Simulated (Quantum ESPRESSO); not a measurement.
# Ta in Quantum ESPRESSO: work function with PBE

Aim: the work function of Ta with PBE.

Everything below comes from runs of Quantum ESPRESSO 7.5. Logs are shortened: lines on timing, memory, paths and dates and some standing lists are left out, and cuts for length are marked.

## Step 1: The slab as given

The cell holds a slab with vacuum, 7 atoms: a = 3.303 Å, b = 3.303 Å, c = 24.908 Å, α = 90.00°, β = 90.00°, γ = 90.00°.

## Step 2: Work function, PBE

pw.in

```
&CONTROL
  calculation = 'scf'
  prefix = 'pwscf'
  outdir = './tmp'
  pseudo_dir = './pseudo'
  tprnfor = .true.
  disk_io = 'low'
/
&SYSTEM
  ibrav = 0
  nat = 7
  ntyp = 1
  ecutwfc = 58
  nbnd = 59
  occupations = 'smearing'
  smearing = 'fd'
  degauss = 0.00367493
/
&ELECTRONS
  conv_thr = 7d-09
  electron_maxstep = 150
  mixing_beta = 0.3
  mixing_mode = 'local-TF'
/
ATOMIC_SPECIES
Ta   180.9479 Ta.upf
CELL_PARAMETERS angstrom
   3.3025600000    0.0000000000    0.0000000000
   0.0000000000    3.3025600000    0.0000000000
   0.0000000000    0.0000000000   24.9076800000
ATOMIC_POSITIONS crystal
Ta     0.5000000000    0.5000000000    0.3011119462
Ta     0.0000000000    0.0000000000    0.3674079641
Ta     0.5000000000    0.5000000000    0.4337039821
Ta     0.0000000000    0.0000000000    0.5000000000
Ta     0.5000000000    0.5000000000    0.5662960179
Ta     0.0000000000    0.0000000000    0.6325920359
Ta     0.5000000000    0.5000000000    0.6988880538
K_POINTS automatic
8 8 1 0 0 0
```

pp_density.in

```
&INPUTPP
  prefix = 'pwscf'
  outdir = './tmp'
  filplot = 'density.dat'
  plot_num = 0
/
&PLOT
  nfile = 1
  filepp(1) = 'density.dat'
  iflag = 3
  output_format = 6
  fileout = 'density.cube'
/
```

pp_potential.in

```
&INPUTPP
  prefix = 'pwscf'
  outdir = './tmp'
  filplot = 'potential.dat'
  plot_num = 11
/
&PLOT
  nfile = 1
  filepp(1) = 'potential.dat'
  iflag = 3
  output_format = 6
  fileout = 'potential.cube'
/
```

pp_elf.in

```
&INPUTPP
  prefix = 'pwscf'
  outdir = './tmp'
  filplot = 'elf.dat'
  plot_num = 8
/
&PLOT
  nfile = 1
  filepp(1) = 'elf.dat'
  iflag = 3
  output_format = 6
  fileout = 'elf.cube'
/
```

Potentials or basis: PseudoDojo 0.4.1 SR PBE standard.

Command:

```bash
> OMP_NUM_THREADS=1 pw.x -in pw.in > pw.out
> OMP_NUM_THREADS=1 pp.x -in pp_density.in > pp_density.out
> OMP_NUM_THREADS=1 pp.x -in pp_potential.in > pp_potential.out
> OMP_NUM_THREADS=1 pp.x -in pp_elf.in > pp_elf.out
```

pw.out:

```text
This program is part of the open-source Quantum ESPRESSO suite
     for quantum simulation of materials; please cite
[... 9 lines left out ...]
     --------------------
     sticks:   dense  smooth     PW     G-vecs:    dense   smooth      PW
     Sum         717     717    221               109233   109233   17953

     Using Slab Decomposition

     bravais-lattice index     =            0
     lattice parameter (alat)  =       6.2409  a.u.
     unit-cell volume          =    1833.2906 (a.u.)^3
     number of atoms/cell      =            7
     number of atomic types    =            1
     number of electrons       =        91.00
     number of Kohn-Sham states=           59
     kinetic-energy cutoff     =      58.0000  Ry
     charge density cutoff     =     232.0000  Ry
     scf convergence threshold =      7.0E-09
     mixing beta               =       0.3000
     number of iterations used =            8  local-TF  mixing
     Exchange-correlation= PBE
                           (   1   4   3   4   0   0   0)

     celldm(1)=   6.240934  celldm(2)=   0.000000  celldm(3)=   0.000000
     celldm(4)=   0.000000  celldm(5)=   0.000000  celldm(6)=   0.000000

     crystal axes: (cart. coord. in units of alat)
               a(1) = (   1.000000   0.000000   0.000000 )
               a(2) = (   0.000000   1.000000   0.000000 )
               a(3) = (   0.000000   0.000000   7.541931 )

     reciprocal axes: (cart. coord. in units 2 pi/alat)
               b(1) = (  1.000000  0.000000  0.000000 )
               b(2) = (  0.000000  1.000000  0.000000 )
               b(3) = (  0.000000  0.000000  0.132592 )

     PseudoPot. # 1 for Ta read from file:
     Ta.upf
     Pseudo is Norm-conserving + core correction, Zval = 13.0
     Generated using ONCVPSP code by D. R. Hamann
     Using radial grid of 1450 points,  8 beta functions with:
                l(1) =   0
                l(2) =   0
                l(3) =   1
                l(4) =   1
                l(5) =   2
                l(6) =   2
                l(7) =   3
                l(8) =   3

     atomic species   valence    mass     pseudopotential
     Ta               13.00   180.94790     Ta( 1.00)

     16 Sym. Ops., with inversion, found

   Cartesian axes

     site n.     atom                  positions (alat units)
         1        Ta     tau(   1) = (   0.5000000   0.5000000   2.2709656  )
         2        Ta     tau(   2) = (   0.0000000   0.0000000   2.7709656  )
         3        Ta     tau(   3) = (   0.5000000   0.5000000   3.2709656  )
         4        Ta     tau(   4) = (   0.0000000   0.0000000   3.7709656  )
         5        Ta     tau(   5) = (   0.5000000   0.5000000   4.2709656  )
         6        Ta     tau(   6) = (   0.0000000   0.0000000   4.7709656  )
         7        Ta     tau(   7) = (   0.5000000   0.5000000   5.2709656  )

     number of k points=    15  Fermi-Dirac smearing, width (Ry)=  0.0037
                       cart. coord. in units 2pi/alat
        k(    1) = (   0.0000000   0.0000000   0.0000000), wk =   0.0312500
        k(    2) = (   0.0000000   0.1250000   0.0000000), wk =   0.1250000
        k(    3) = (   0.0000000   0.2500000   0.0000000), wk =   0.1250000
        k(    4) = (   0.0000000   0.3750000   0.0000000), wk =   0.1250000
        k(    5) = (   0.0000000  -0.5000000   0.0000000), wk =   0.0625000
        k(    6) = (   0.1250000   0.1250000   0.0000000), wk =   0.1250000
        k(    7) = (   0.1250000   0.2500000   0.0000000), wk =   0.2500000
        k(    8) = (   0.1250000   0.3750000   0.0000000), wk =   0.2500000
        k(    9) = (   0.1250000  -0.5000000   0.0000000), wk =   0.1250000
        k(   10) = (   0.2500000   0.2500000   0.0000000), wk =   0.1250000
        k(   11) = (   0.2500000   0.3750000   0.0000000), wk =   0.2500000
        k(   12) = (   0.2500000  -0.5000000   0.0000000), wk =   0.1250000
        k(   13) = (   0.3750000   0.3750000   0.0000000), wk =   0.1250000
        k(   14) = (   0.3750000  -0.5000000   0.0000000), wk =   0.1250000
        k(   15) = (  -0.5000000  -0.5000000   0.0000000), wk =   0.0312500

     Dense  grid:   109233 G-vectors     FFT dimensions: (  32,  32, 240)

     Initial potential from superposition of free atoms

     starting charge      90.9936, renormalised to      91.0000

     negative rho (up, down):  6.070E-05 0.000E+00
     Starting wfcs are   70 randomized atomic wfcs

     Self-consistent Calculation

     iteration #  1     ecut=    58.00 Ry     beta= 0.30
     Davidson diagonalization with overlap
     ethr =  1.00E-02,  avg # of iterations =  2.9

     total energy              =    -911.38850398 Ry
     estimated scf accuracy    <       8.86251387 Ry
[... 86 lines left out ...]
     total energy              =    -911.17929679 Ry
     estimated scf accuracy    <       0.01950421 Ry

     iteration # 14     ecut=    58.00 Ry     beta= 0.30
     Davidson diagonalization with overlap
     c_bands:  1 eigenvalues not converged
     ethr =  2.14E-05,  avg # of iterations = 10.4

     total energy              =    -911.17756448 Ry
     estimated scf accuracy    <       0.16393239 Ry

     iteration # 15     ecut=    58.00 Ry     beta= 0.30
     Davidson diagonalization with overlap
     ethr =  2.14E-05,  avg # of iterations =  1.5
[... 136 lines left out ...]
     iteration # 32     ecut=    58.00 Ry     beta= 0.30
     Davidson diagonalization with overlap
     ethr =  8.44E-12,  avg # of iterations =  2.3

     End of self-consistent calculation

          k = 0.0000 0.0000 0.0000 ( 13731 PWs)   bands (ev):

   -61.6307 -61.6307 -60.6050 -60.6023 -60.4697 -60.4059 -60.3342 -28.1428
   -28.1426 -27.9820 -27.9820 -27.9818 -27.9818 -27.2723 -27.2579 -27.2149
   -27.2149 -27.1130 -27.1130 -27.0949 -26.9150 -26.9150 -26.8397 -26.6911
   -26.6911 -26.5543 -26.4965 -26.4965  -1.0064  -0.1748   1.1515   2.5639
     2.9478   3.0206   3.3843   3.4951   3.5646   4.2673   5.4782   6.5818
     6.6239   6.9573   7.1466   7.1466   7.2181   7.2181   7.3625   7.3625
     7.4471   7.8032   7.8674   7.8674   8.5564   8.5625   8.8590   8.8590
     9.5872  10.0038  10.2829
[... 135 lines left out ...]
   -61.6153 -61.6153 -60.5768 -60.5768 -60.4092 -60.4054 -60.3832 -28.1949
   -28.1946 -28.1734 -28.1728 -28.0761 -28.0759 -27.5069 -27.4847 -27.3922
   -27.3317 -27.2115 -27.0732 -27.0660 -27.0486 -26.9147 -26.9046 -26.8578
   -26.7488 -26.7096 -26.5442 -26.5434   2.6621   2.7047   3.4202   3.5264
     4.3812   4.4674   4.7136   4.7583   4.9612   4.9949   5.1969   5.2070
     5.2093   5.4969   5.6566   5.9436   6.0223   6.7858   6.8025   7.8211
     7.8751   8.4524   8.5111   9.0189   9.0799  10.2932  10.4809  10.6950
    10.9541  11.0491  11.2171

          k =-0.5000-0.5000 0.0000 ( 13596 PWs)   bands (ev):

   -61.6142 -61.6142 -60.5757 -60.5756 -60.4081 -60.4043 -60.3820 -28.1982
   -28.1982 -28.1974 -28.1974 -28.0726 -28.0724 -27.5291 -27.5291 -27.3510
   -27.3510 -27.1021 -27.0795 -27.0795 -27.0744 -26.9858 -26.8797 -26.8727
   -26.7828 -26.7828 -26.5283 -26.5283   2.5239   2.5653   3.3272   3.4345
     4.4799   4.6158   4.8599   4.8599   4.9261   4.9261   5.0561   5.0561
     5.1769   5.4506   5.4506   6.2422   6.2422   7.3358   7.3358   8.8171
     8.8171   8.9710   8.9710   9.1580   9.2168  10.6088  10.7456  10.7820
    10.9270  11.2605  11.4526

     the Fermi energy is     6.6809 ev

!    total energy              =    -911.17945840 Ry
     estimated scf accuracy    <          6.0E-10 Ry
     smearing contrib. (-TS)   =      -0.00528669 Ry
     internal energy E=F+TS    =    -911.17417171 Ry

     The total energy is F=E-TS. E is the sum of the following terms:
     one-electron contribution =   -6175.68691037 Ry
     hartree contribution      =    3091.25682560 Ry
     xc contribution           =    -206.75142247 Ry
     ewald contribution        =    2380.00733552 Ry

     convergence has been achieved in  32 iterations

     Forces acting on atoms (cartesian axes, Ry/au):

     atom    1 type  1   force =     0.00000000    0.00000000    0.04253900
     atom    2 type  1   force =     0.00000000    0.00000000   -0.04376526
     atom    3 type  1   force =     0.00000000    0.00000000   -0.01356092
     atom    4 type  1   force =     0.00000000    0.00000000    0.00000000
     atom    5 type  1   force =     0.00000000    0.00000000    0.01356092
     atom    6 type  1   force =     0.00000000    0.00000000    0.04376526
     atom    7 type  1   force =     0.00000000    0.00000000   -0.04253900

     Total force =     0.088418     Total SCF correction =     0.000053

=------------------------------------------------------------------------------=
   JOB DONE.
=------------------------------------------------------------------------------=
```

pp_density.out:

```text
This program is part of the open-source Quantum ESPRESSO suite
     for quantum simulation of materials; please cite
         "P. Giannozzi et al., J. Phys.:Condens. Matter 21 395502 (2009);
         "P. Giannozzi et al., J. Phys.:Condens. Matter 29 465901 (2017);
         "P. Giannozzi et al., J. Chem. Phys. 152 154105 (2020);
     in publications or presentations arising from this work. More details at

     IMPORTANT: XC functional enforced from input :
     Exchange-correlation= PBE
                           (   1   4   3   4   0   0   0)
     Any further DFT definition will be discarded
     Please, verify this is what you really want

     G-vector sticks info
     --------------------
     sticks:   dense  smooth     PW     G-vecs:    dense   smooth      PW
     Sum         717     717    221               109233   109233   17953

     Using Slab Decomposition

     Calling punch_plot, plot_num =   0
     Writing data to file  density.dat
     Reading data from file  density.dat

     Writing data to be plotted to file density.cube
     Plot Type: 3D                     Output format: Gaussian cube

=------------------------------------------------------------------------------=
   JOB DONE.
=------------------------------------------------------------------------------=
```

Run time: 9 min. Hardware: 1 thread of Arm Neoverse V2, shared host; peak memory 0.4 GiB.

Results:

```yaml
Free_energy: -12397.2281 eV
Largest_force: 1.125 eV/Å
Band_gap_on_the_k_mesh: none (metal or under the smearing width)
Work_function_of_the_upper_face: 4.05 eV
Work_function_of_the_lower_face: 4.05 eV
```

Forces on the atoms (eV/Å):
```
Ta   0.000  0.000  1.094
Ta   0.000  0.000 -1.125
Ta   0.000  0.000 -0.349
Ta   0.000  0.000  0.000
Ta   0.000  0.000  0.349
Ta   0.000  0.000  1.125
Ta   0.000  0.000 -1.094
```

Levels at points of the mesh, in eV from the Fermi level:
```
             k point  band 42  band 43  band 44  band 45  band 46  band 47  band 48  band 49
  (0.00, 0.00, 0.00)     0.28     0.47     0.47     0.54     0.54     0.68     0.68     0.77
 (0.00, -0.50, 0.00)    -0.85    -0.79    -0.06     0.18     0.18     0.23     0.34     1.08
(-0.50, -0.50, 0.00)    -1.23    -1.23    -0.44    -0.44     0.65     0.65     2.14     2.14
```

The run has no spin-orbit coupling, so splittings on Ta are missing.
